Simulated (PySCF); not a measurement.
**[Tm(H2O)]3+: other functionals and bases at one geometry**

The task here is to estimate one member of a computed series from the others.

Program: PySCF 2.14.0. Level of theory: several levels, as the steps say, no spin–orbit coupling. These are calculated values, not measurements.

3 further runs of the same task are left out: 2 for a known fault of the program, 1 set aside as unsound or not needed.

### Where the work starts

4 atoms, charge 3, spin multiplicity 1.

Bond lengths: Tm1–O2 2.141 Å, O2–H3 1.007 Å, O2–H4 1.007 Å. Angles: Tm1–O2–H3 129.0°, Tm1–O2–H4 129.0°, H3–O2–H4 101.9°.

Coordinates:

| atom | x (Å) | y (Å) | z (Å) |
| --- | --- | --- | --- |
| Tm1 | 0.0000 | 0.0000 | -0.0590 |
| O2 | 0.0000 | 0.0000 | 2.0820 |
| H3 | 0.7821 | 0.0000 | 2.7164 |
| H4 | -0.7821 | 0.0000 | 2.7164 |

Formal oxidation states: Tm +3. Each metal's 12 4f electrons lie in its core potential, so multiplicities, spins and levels count the valence alone. An earlier session relaxed this geometry at r2SCAN, Tm lcecp-1-SVP with ECP58, O def2-SVP, H def2-SVP (singlet, point group C2v).

At r2SCAN on the finer grid: E = -113.807466 Eh, HOMO -27.07 eV, LUMO -21.09 eV, Mulliken charge on Tm1 +2.54 e, largest force component 0.005 eV/Å. 

Levels to run: PBE0; TPSS; BLYP; BP86; r2SCAN, TZVP. Hardware: 2 threads of Arm Neoverse V1, shared host.

The first run:

run.py (the lines that set the calculation)

```python
mol = gto.M(atom='''
Tm     0.00000     0.00000    -0.05896
O      0.00000     0.00000     2.08199
H      0.78212     0.00000     2.71639
H     -0.78212     0.00000     2.71639''',
    basis={'Tm': 'lcecp-1-SVP', 'O': 'def2-SVP', 'H': 'def2-SVP'},
    ecp={'Tm': 'lcecp-1-SVP'},
    charge=3, spin=0)
mf = dft.RKS(mol, xc='PBE0')
mf.grids.atom_grid = (75, 302)  # f atoms: unpruned, at least (60, 302)
mf = mf.density_fit()  # fitting sets: Tm AutoAux, O def2-universal-JKFIT, H def2-universal-JKFIT
mf.conv_tol = 1e-08; mf.max_cycle = 55
mf.kernel(dm0)  # dm0: the density of the relaxed state
```

Launch:

```console
> OMP_NUM_THREADS=2 python run.py
```

Among the steps run: PBE0; TPSS; BLYP; BP86; r2SCAN, TZVP.

One of the session's tables, all rows but one given; the rest of the session is left out.

| level | HOMO (eV) | gap (eV) | charge on Tm1 (e) | dipole (D) | largest force component (eV/Å) |
| --- | --- | --- | --- | --- | --- |
| r2SCAN (relaxed here) | -27.07 | 5.98 | 2.54 | 3.49 | 0.01 |
| PBE0 | -28.46 | 7.66 | 2.54 | 3.44 | 0.13 |
| TPSS | ? | ? | ? | ? | ? |
| BLYP | -26.73 | 4.76 | 2.47 | 3.83 | 0.41 |
| BP86 | -26.94 | 5.12 | 2.48 | 3.78 | 0.49 |
| r2SCAN, TZVP | -27.03 | 5.82 | 2.63 | 3.57 | 0.36 |

Q: Estimate the row for TPSS from the others.

**Answer.** HOMO (eV): -26.85; gap (eV): 5.21; charge on Tm1 (e): 2.50; dipole (D): 3.69; largest force component (eV/Å): 0.29. In the column «HOMO (eV)» it lies between BP86 (-26.94) and BLYP (-26.73).

The dipole of a charged species depends on the origin, so these sizes hold for this origin alone.

In one basis the HOMO–LUMO gap runs from 4.76 eV (BLYP) to 7.66 eV (PBE0). The largest leftover force, 0.49 eV/Å with BP86, stands at a geometry relaxed at another level. With 4f in the core, its levels are missing from HOMO and gap, and its count is fixed, so no charge can pass from the ligands into it. Total energies of different levels can't be compared.
